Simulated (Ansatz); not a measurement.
# CH₃BBr₂O: ionisation energy by level of theory

Aim: the vertical ionisation energy of CH₃BBr₂O, as cation minus neutral at the neutral's geometry, on several levels, and how well −ε(HOMO) stands in for it.

The runs use Ansatz 0.2.0, Gaussian basis; unrestricted cation, the program's frozen cores in correlated methods.

The runs, in order: UKS PBE-D4/def2-TZVPP; UKS r2SCAN-D4/def2-TZVPP; UKS PBE0-D4/def2-TZVPP; UKS B3LYP-D4/def2-TZVPP; UKS wB97X-V/def2-TZVPP; UKS wB97M-V/def2-TZVPP; UKS B2PLYP/def2-TZVPP; UHF-CCSD(T)/def2-TZVPP; UHF-MP2/def2-QZVPP; extrapolation to the limit; then −ε(HOMO) from the neutral's earlier runs with LDA (SPW92), PBE-D4, revPBE-D4, BLYP-D4, r2SCAN-D4, B97M-V, PBE0-D4, B3LYP-D4, r2SCANh-D4, r2SCAN0-D4, HSE06-D4, BHLYP-D4, CAM-B3LYP-D4, LC-ωPBE, ωB97X-V, ωB97M-V.

## (1) The relaxed structure

The geometry comes from an earlier relaxation with PBE0-D4 in a triple-zeta def2 set; it is a stationary point, not always the lowest conformer.

SMILES `COB(Br)Br`, 8 atoms, charge 0, spin multiplicity 1.

Atoms are counted from 1 here; the program's logs count them from 0.

Bond lengths: C1–O2 1.418 Å, C1–H6 1.090 Å, C1–H7 1.090 Å, C1–H8 1.091 Å, O2–B3 1.326 Å, B3–Br4 1.915 Å, B3–Br5 1.928 Å. Angles: O2–C1–H6 108.0°, O2–C1–H7 108.2°, O2–C1–H8 111.5°, H6–C1–H7 109.3°, H6–C1–H8 110.0°, H7–C1–H8 109.9°, C1–O2–B3 127.2°, O2–B3–Br4 117.8°, O2–B3–Br5 123.5°, Br4–B3–Br5 118.7°.

## (2) Cation, UKS PBE-D4/def2-TZVPP

in.yaml

```yaml
crystal:
  periodic: [false, false, false]
  atoms:
    - {symbol: C, position_ang: [-0.944860, -0.532536, -0.461608]}
    - {symbol: O, position_ang: [0.184347, -0.547574, 0.395157]}
    - {symbol: B, position_ang: [1.069391, 0.423711, 0.571202]}
    - {symbol: Br, position_ang: [2.500305, 0.116416, 1.806786]}
    - {symbol: Br, position_ang: [0.987663, 2.116040, -0.347964]}
    - {symbol: H, position_ang: [-0.866211, -1.384875, -1.136664]}
    - {symbol: H, position_ang: [-1.839081, -0.641507, 0.152727]}
    - {symbol: H, position_ang: [-0.999454, 0.393225, -1.035435]}
basis:
  gaussian: {orbitals: def2-TZVPP}
total_charge: 1
magnetization: {spin_polarized: true, initial_magnetization: 1}
hamiltonian: {xc: pbe, dispersion: d4}
```

The run is started by

```sh
> ansatz run in.yaml --threads 2 --pin off --events-out ev --progress --plain --max-ram 32768MiB --backend cpu
```

The runs that follow: Cation, UKS r2SCAN-D4/def2-TZVPP; Cation, UKS PBE0-D4/def2-TZVPP; Cation, UKS B3LYP-D4/def2-TZVPP; Cation, UKS wB97X-V/def2-TZVPP; Cation, UKS wB97M-V/def2-TZVPP; Cation, UKS B2PLYP (frozen core)/def2-TZVPP; Cation, UHF-CCSD(T)/def2-TZVPP; Cation, UHF-MP2/def2-QZVPP.

**Question.** What will the summary of the whole plan be? Wanted: ionisation energy, CCSD(T)/CBS; nearest functional by difference; nearest −ε(HOMO); −ε(HOMO) of PBE; T1 of the cation.

**Answer**, as computed:

```
                        quantity               value
  ionisation energy, CCSD(T)/CBS            10.78 eV
nearest functional by difference  ωB97X-V (-0.19 eV)
                nearest −ε(HOMO)  LC-ωPBE (+0.08 eV)
                 −ε(HOMO) of PBE             6.85 eV
                T1 of the cation               0.035
```

By cation minus neutral, the functionals miss by 0.88 eV at most. The PBE orbital energy is 3.9 eV too small: a semilocal HOMO is no ionisation energy. Among orbital estimates LC-ωPBE comes nearest. Hartree-Fock falls 0.94 eV short, as the neutral has more correlation energy than the cation. The cation's T1 (from the report) is 0.035, near the customary mark of 0.045 for open shells, so the coupled-cluster value is less safe. Correlated methods include outer-core shells of Br, which these sets cover unevenly. With outer-core shells in play the reference is unsure by up to some tenths of an eV, so close misses can't be ranked.
